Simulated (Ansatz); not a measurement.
# PtC (CsCl type): how the settings move a single-point run

How sensitive is a single-point run of PtC (CsCl type) to its settings? A reference run comes first, then one run with altered input.

Method: reference: DFT, PBEsol, PAW with Ansatz's default frozen-core files, scalar-relativistic, in Ansatz 0.2.0.

## (1) The starting structure

Symmetry: Pm-3m, No. 221, cubic system. The conventional cell has a = 2.200 Å, b = 2.200 Å, c = 2.200 Å, α = 90.00°, β = 90.00°, γ = 90.00°. Pt (site symmetry m-3m) has 8 C at 1.91 Å in its first shell of neighbours. C (site symmetry m-3m) has 8 Pt at 1.91 Å in its first shell of neighbours.

Structure file:

```
CELL_PARAMETERS angstrom
2.19984 0.00000 0.00000
0.00000 2.19984 0.00000
0.00000 0.00000 2.19984
ATOMIC_POSITIONS crystal
Pt 0.00000 0.00000 0.00000
C 0.50000 0.50000 0.50000
```

## (2) The reference run

input.yaml reads:

```yaml
crystal:
  lattice:
    - [2.1998404158, 0.0, 0.0]
    - [0.0, 2.1998404158, 0.0]
    - [0.0, 0.0, 2.1998404158]
  atoms:
    - { symbol: Pt, position: [0.0, 0.0, 0.0] }
    - { symbol: C, position: [0.5, 0.5, 0.5] }
kpoints:
  mp_grid: { grid: [14, 14, 14] }
  band_path:
    path:
      - [0.0, 0.0, 0.0]
      - [0.0, 0.5, 0.0]
      - [0.5, 0.5, 0.0]
      - [0.0, 0.0, 0.0]
      - [0.5, 0.5, 0.5]
      - [0.0, 0.5, 0.0]
      - [0.5, 0.5, 0.5]
      - [0.5, 0.5, 0.0]
    npoints: 8
scf:
  occupations: { method: fermi_dirac, width: 0.05 }
hamiltonian:
  xc: pbesol
  pseudopotentials: { kind: paw }
output:
  forces: true
  stress: true
  eigenvalues: true
  populations: true
  dos: { projected: true, de: 0.2, e_range: [-14, 8] }
  write_density: true
  write_potential: true
  elf: true
  volumetric_format: npy
```

Command:

```bash
> ansatz run input.yaml --threads 1 --pin off --max-ram 2048MiB --backend cpu --events-out ev --progress --plain --runs-dir out
```

## (3) Variant: eigensolver.kind davidson, basis.precision f64

Edit input.yaml of step 2 so:

```diff
@@ -23,2 +23,3 @@
   occupations: { method: fermi_dirac, width: 0.05 }
+  eigensolver: { kind: davidson }
 hamiltonian:
@@ -31,3 +32,2 @@
   populations: true
-  dos: { projected: true, de: 0.2, e_range: [-14, 8] }
   write_density: true
@@ -36 +36,3 @@
   volumetric_format: npy
+basis:
+  precision: f64
```

What does the calculation give? Wanted: for each run, ending; energy change; pressure; gap; force.

As calculated:

```
                                              run     ending  energy change  pressure (GPa)  gap (eV)  force (eV/Å)  cycles   time
                                        reference  converged              0           949.7      0.00          0.00       6  2.6 s
1: eigensolver.kind davidson, basis.precision f64  converged   0.0 meV/atom           949.7      0.00          0.00       6  2.9 s
```

Times don't compare one to one where runs were asked for different outputs or read a saved state (see the inputs); cycles may leave out searches for a lower state.

Residual by cycle in the longest SCF loop of each run; runs are numbered as in the table. The quantity is the density residual dr2, in eV.

```
cycle  reference   run 1
    1      0.181   0.181
    2     0.0636  0.0642
    3     1.4e-4  1.3e-4
    4     3.9e-6  5.1e-6
    5     1.9e-7  2.0e-7
    6     1.8e-9  4.3e-9
```

Energy and cycle count are those of the reference, so the change (solver and arithmetic precision) left the result and the number of cycles as they were. The structure is not at rest: the sound run finds 950 GPa, so these are no properties of the relaxed crystal. 
